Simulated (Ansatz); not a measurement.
**GeAsH5+ (quartet): wave-function methods side by side, cc-pVDZ**

An exercise on one series of results from a longer session: the logs are not shown, and one member is left open.

Program: Ansatz 0.2.0, Gaussian basis. Level of theory: cc-pVDZ, core rule «outside noble gas», up to 28 orbitals frozen. These are calculated values, not measurements.

To be run: UHF; CCSD(T) on ROHF; CCSD(T) on UHF; BCCD(T) on ROHF; CISD; CCSDT(Q) on ROHF; CCSDT(Q) on UHF.

6 further runs of the same task are left out: 6 set aside as unsound or not needed.

## The geometry

The geometry is a PBE0/def2-TZVP stationary point (not a proven minimum) of the parent state, kept for this charge and spin. No spin-orbit coupling is included. The filled d shell of Ge, As may be among the frozen orbitals whatever the setting's name suggests; the logs give the count.

7 atoms, charge 1, spin multiplicity 4.

Atoms are counted from 1 here; the program's logs count them from 0.

Bond lengths: Ge1–As2 2.414 Å, Ge1–H3 1.535 Å, Ge1–H4 1.537 Å, Ge1–H5 1.537 Å, As2–H6 1.679 Å, As2–H7 1.670 Å. Angles: As2–Ge1–H3 109.9°, As2–Ge1–H4 109.1°, As2–Ge1–H5 109.1°, H3–Ge1–H4 110.0°, H3–Ge1–H5 110.0°, H4–Ge1–H5 108.9°, Ge1–As2–H6 94.6°, Ge1–As2–H7 91.6°, H6–As2–H7 173.7°.

Set-up of the first run:

File in.yaml:

```yaml
crystal:
  periodic: [false, false, false]
  atoms:
    - {symbol: Ge, position_ang: [0.000000, 0.002482, 1.208209]}
    - {symbol: As, position_ang: [0.000000, -0.002052, -1.205799]}
    - {symbol: H, position_ang: [0.000000, 1.446730, 1.727162]}
    - {symbol: H, position_ang: [-1.250506, -0.736399, 1.711615]}
    - {symbol: H, position_ang: [1.250506, -0.736399, 1.711615]}
    - {symbol: H, position_ang: [0.000000, 1.671226, -1.344022]}
    - {symbol: H, position_ang: [0.000000, -1.671527, -1.250582]}
basis:
  gaussian: {orbitals: cc-pVDZ}
total_charge: 1
magnetization: {spin_polarized: true, initial_magnetization: 3}
hamiltonian: {xc: hf}
output: {orbitals: {seedname: orbitals}}
```

On the command line:

```bash
$ ansatz run in.yaml --threads 1 --pin off --events-out ev --progress --plain --max-ram 4096MiB --backend cpu
```

Steps of the session up to this table: UHF; CCSD(T) on ROHF; CCSD(T) on UHF; BCCD(T) on ROHF; CISD; CCSDT(Q) on ROHF; CCSDT(Q) on UHF.

One of the session's tables, all rows but one given; the rest of the session is left out.

| method | from UCCSDT(Q) (kJ/mol) |
| --- | --- |
| ROHF | +641.6 |
| UHF | ? |
| RMP2 | +142.1 |
| UMP2 | +147.7 |
| CISD | +74.6 |
| RCCSD | +20.9 |
| UCCSD | +19.5 |
| RCCSD(T) | +5.2 |
| UCCSD(T) | +4.4 |
| BCCD(T) | +5.2 |
| RCCSDT | +1.4 |
| UCCSDT | +0.5 |
| RCCSDT(Q) | +0.9 |
| UCCSDT(Q) | 0 |

**Question.** Estimate the row for UHF.

**Answer.** from UCCSDT(Q) (kJ/mol): +607.9. In the column «from UCCSDT(Q) (kJ/mol)» it lies between UMP2 (+147.7) and ROHF (+641.6).

Caveats from the session: Restricted and unrestricted rows rest on different reference determinants; where their highest levels disagree by more than a few hundredths of an eV, they describe different states and don't form one ladder.
